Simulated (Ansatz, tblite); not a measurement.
**BF3H2S: charged states by level of theory**

What does removing an electron cost or gain for BF3H2S? Each charged state is run at several levels.

Program: Ansatz 0.2.0, Gaussian basis. Level of theory: as each input shows. These are calculated values, not measurements.

Levels to be run: charge +1 doublet, at the geometry of the singlet (PBE0-D4/def2-TZVP, PBE-D4/def2-TZVP, r2SCAN-D4/def2-TZVP); the starting singlet's energies come from earlier runs.

## (1) The structure

The singlet was relaxed beforehand with PBE-D4/def2-SVP.

7 atoms, charge 0, spin multiplicity 1.

Atoms are counted from 1 here; the program's logs count them from 0.

Bond lengths: B1–F5 1.333 Å, B1–F6 1.336 Å, B1–F7 1.333 Å, S2–H3 1.362 Å, S2–H4 1.362 Å. Angles: F5–B1–F6 119.1°, F5–B1–F7 119.7°, F6–B1–F7 119.1°, H3–S2–H4 91.7°.

## (2) Charge +1 doublet at the fixed geometry, first pass, PBE0-D4/def2-SVP

File in.yaml:

```yaml
crystal:
  periodic: [false, false, false]
  atoms:
    - {symbol: B, position_ang: [0.145566, -0.249092, -1.130102]}
    - {symbol: S, position_ang: [0.126612, -0.216330, 1.582077]}
    - {symbol: H, position_ang: [0.492578, 1.094236, 1.634553]}
    - {symbol: H, position_ang: [-1.194977, 0.107577, 1.634622]}
    - {symbol: F, position_ang: [1.473358, -0.241099, -1.241744]}
    - {symbol: F, position_ang: [-0.523223, 0.902916, -1.238416]}
    - {symbol: F, position_ang: [-0.519904, -1.398208, -1.240980]}
basis:
  gaussian: {orbitals: def2-SVP}
total_charge: 1
magnetization: {spin_polarized: true, initial_magnetization: 1}
hamiltonian: {xc: pbe0, dispersion: d4}
output: {orbitals: {seedname: orbitals}}
```

The run is started by

```sh
$ ansatz run in.yaml --threads 4 --pin off --events-out ev --progress --plain --max-ram 3916MiB
```

What it wrote:

```text
Functional definition: PBE0
  name "PBE0"
  cite "Adamo & Barone, J. Chem. Phys. 110, 6158 (1999) doi:10.1063/1.478522"
  cite "Perdew, Burke & Ernzerhof, Phys. Rev. Lett. 77, 3865 (1996) doi:10.1103/PhysRevLett.77.3865"
  parent pbe
  parameter a = 0.25
  parameter kappa = 0.804
  parameter beta = 0.06672455060314922
  exchange = (1 - a)*pbe_x(kappa = kappa, mu = beta*pi^2/3) + a*exact_x
  correlation = pbe_c(beta = beta)
789 factors; integrals over basis functions are off by at most 1.3e-3 eV
mean field evaluation 1: about -19657.3498 eV, gradient 5.2e1 eV
mean field evaluation 2: about -19638.2540 eV, gradient 8.7e1 eV
mean field evaluation 4: about -19665.8877 eV, gradient 3.6e0 eV
mean field evaluation 8: about -19666.1143 eV, gradient 7.3e-1 eV
mean field evaluation 16: about -19666.1174 eV, gradient 1.6e-3 eV
mean field -19666.11736588 eV, -722.7164830228 hartree, gradient 1.9e-5 eV, S^2 0.754558; 0 other end points of the search recorded, 0 dependent functions left out
reference -19666.11738689 eV, -722.7164837949 hartree; 25, 24 occupied and 59, 60 virtual orbitals, 789 factors
Total energy: -19666.20649112 eV, -722.7197583150 hartree
```

Wall time 1.3 s (4 threads of Arm Neoverse V2, shared host).

Report: HOMO -16.54 eV, LUMO -13.63 eV (over both spins); ⟨S²⟩ 0.755 (pure: 0.75).

## (3) Charge +1 doublet at the fixed geometry, PBE0-D4/def2-TZVP

start.molden holds the orbitals of an earlier run on this state, given as this run's starting guess.

in.yaml, as its differences from that of step 2:

```diff
@@ -11,3 +11,3 @@
 basis:
-  gaussian: {orbitals: def2-SVP}
+  gaussian: {orbitals: def2-TZVP, initial_orbitals: start.molden}
 total_charge: 1
@@ -15,2 +15,3 @@
 hamiltonian: {xc: pbe0, dispersion: d4}
+scf: {omitted_lower_state_checks: [starts]}
 output: {orbitals: {seedname: orbitals}}
```

The command is unchanged.

What it wrote:

```text
Functional definition: PBE0
  name "PBE0"
  cite "Adamo & Barone, J. Chem. Phys. 110, 6158 (1999) doi:10.1063/1.478522"
  cite "Perdew, Burke & Ernzerhof, Phys. Rev. Lett. 77, 3865 (1996) doi:10.1103/PhysRevLett.77.3865"
  parent pbe
  parameter a = 0.25
  parameter kappa = 0.804
  parameter beta = 0.06672455060314922
  exchange = (1 - a)*pbe_x(kappa = kappa, mu = beta*pi^2/3) + a*exact_x
  correlation = pbe_c(beta = beta)
these checks for a lower state are left out or cut short: starts
996 factors; their error is unknown
mean field evaluation 1: about -19675.4743 eV, gradient 1.6e2 eV
mean field evaluation 2: about -19680.5166 eV, gradient 5.4e0 eV
mean field evaluation 4: about -19680.6776 eV, gradient 1.7e-1 eV
mean field evaluation 8: about -19680.6778 eV, gradient 1.6e-5 eV
mean field -19680.67775216 eV, -723.2515673494 hartree, gradient 1.6e-5 eV, S^2 0.756137; 0 other end points of the search recorded, 0 dependent functions left out
reference -19680.67777906 eV, -723.2515683378 hartree; 25, 24 occupied and 148, 149 virtual orbitals, 996 factors
Total energy: -19680.76688329 eV, -723.2548428579 hartree
Checks for a lower state left out: starts
```

It took 3 s on 4 threads of Arm Neoverse V2, shared host.

HOMO -16.69 eV, LUMO -13.46 eV (over both spins); ⟨S²⟩ 0.756 (pure: 0.75).

## (4) Charge +1 doublet at the fixed geometry, PBE-D4/def2-TZVP

in.yaml, as its differences from that of step 3:

```diff
@@ -14,3 +14,3 @@
 magnetization: {spin_polarized: true, initial_magnetization: 1}
-hamiltonian: {xc: pbe0, dispersion: d4}
+hamiltonian: {xc: pbe, dispersion: d4}
 scf: {omitted_lower_state_checks: [starts]}
```

Same command.

What it wrote:

```text
Functional definition: PBE
  name "PBE"
  cite "Perdew, Burke & Ernzerhof, Phys. Rev. Lett. 77, 3865 (1996) doi:10.1103/PhysRevLett.77.3865"
  parent pbe
  parameter kappa = 0.804
  parameter beta = 0.06672455060314922
  exchange = pbe_x(kappa = kappa, mu = beta*pi^2/3)
  correlation = pbe_c(beta = beta)
these checks for a lower state are left out or cut short: starts
986 factors; their error is unknown
mean field evaluation 1: about -19679.6399 eV, gradient 8.7e0 eV
mean field evaluation 2: about -19679.8012 eV, gradient 2.6e-1 eV
mean field evaluation 4: about -19679.7919 eV, gradient 4.9e-3 eV
mean field evaluation 8: about -19679.7919 eV, gradient 3.8e-5 eV
mean field -19679.79193442 eV, -723.2190141477 hartree, gradient 5.6e-6 eV, S^2 0.753963; 0 other end points of the search recorded, 0 dependent functions left out
reference -19679.79197292 eV, -723.2190155626 hartree; 25, 24 occupied and 148, 149 virtual orbitals, 986 factors
Total energy: -19679.89778108 eV, -723.2229039408 hartree
Checks for a lower state left out: starts
```

Run time: 3.2 s. Hardware: 4 threads of Arm Neoverse V2, shared host.

HOMO -14.62 eV, LUMO -14.46 eV (over both spins); ⟨S²⟩ 0.754 (pure: 0.75).

## (5) Charge +1 doublet at the fixed geometry, r2SCAN-D4/def2-TZVP

in.yaml, as its differences from that of step 4:

```diff
@@ -14,3 +14,3 @@
 magnetization: {spin_polarized: true, initial_magnetization: 1}
-hamiltonian: {xc: pbe, dispersion: d4}
+hamiltonian: {xc: r2scan, dispersion: d4}
 scf: {omitted_lower_state_checks: [starts]}
```

The command is unchanged.

What it wrote:

```text
Functional definition: r2SCAN
  name "r2SCAN"
  cite "Furness, Kaplan, Ning, Perdew & Sun, J. Phys. Chem. Lett. 11, 8208 (2020) doi:10.1021/acs.jpclett.0c02405"
  cite "Furness, Kaplan, Ning, Perdew & Sun, J. Phys. Chem. Lett. 11, 9248 (2020) doi:10.1021/acs.jpclett.0c03077"
  parent r2scan
  parameter k0 = 0.174
  parameter k1 = 0.065
  parameter a1 = 4.9479
  exchange = r2scan_x(k0 = k0, k1 = k1, a1 = a1)
  correlation = r2scan_c
these checks for a lower state are left out or cut short: starts
986 factors; their error is unknown
mean field evaluation 1: about -19688.8067 eV, gradient 5.0e0 eV
mean field evaluation 2: about -19688.8450 eV, gradient 7.5e-2 eV
mean field evaluation 4: about -19688.8356 eV, gradient 7.6e-4 eV
mean field -19688.83563999 eV, -723.5513641974 hartree, gradient 2.3e-5 eV, S^2 0.757976; 0 other end points of the search recorded, 0 dependent functions left out
reference -19688.83565228 eV, -723.5513646490 hartree; 25, 24 occupied and 148, 149 virtual orbitals, 986 factors
Total energy: -19688.86138538 eV, -723.5523103231 hartree
Checks for a lower state left out: starts
```

Run time: 4.8 s. Hardware: 4 threads of Arm Neoverse V2, shared host.

Report: HOMO -15.07 eV, LUMO -14.14 eV (over both spins); ⟨S²⟩ 0.758 (pure: 0.75).

## (6) Vertical ionisation energy

Charged state less starting state, singlet to doublet; the starting state's energies are those of its earlier runs.

```csv
level,vertical ionisation energy (eV),time
PBE-D4/def2-TZVP,+10.87,4.5 s
r2SCAN-D4/def2-TZVP,+10.91,6.9 s
PBE0-D4/def2-TZVP,+11.00,4.4 s
```

Times add the two runs; a level without a time comes out of a correlated run.

Beside −ε(HOMO) of the starting state:

```csv
level,−ε(HOMO) (eV),by difference (eV),mismatch (eV)
PBE-D4/def2-TZVP,7.12,10.87,-3.74
r2SCAN-D4/def2-TZVP,7.42,10.91,-3.49
PBE0-D4/def2-TZVP,8.43,11.00,-2.57
```

## (7) Outcome

```
                                            quantity                                 value
vertical ionisation energy, functionals in def2-TZVP  10.87 (PBE-D4) to 11.00 eV (PBE0-D4)
```

**Reading.** The vertical ionisation energy spans 10.87 to 11.00 eV over the functionals. −ε(HOMO) misses the level's own difference by -2.57 eV at best (PBE0-D4) and -3.74 eV at worst (PBE-D4).
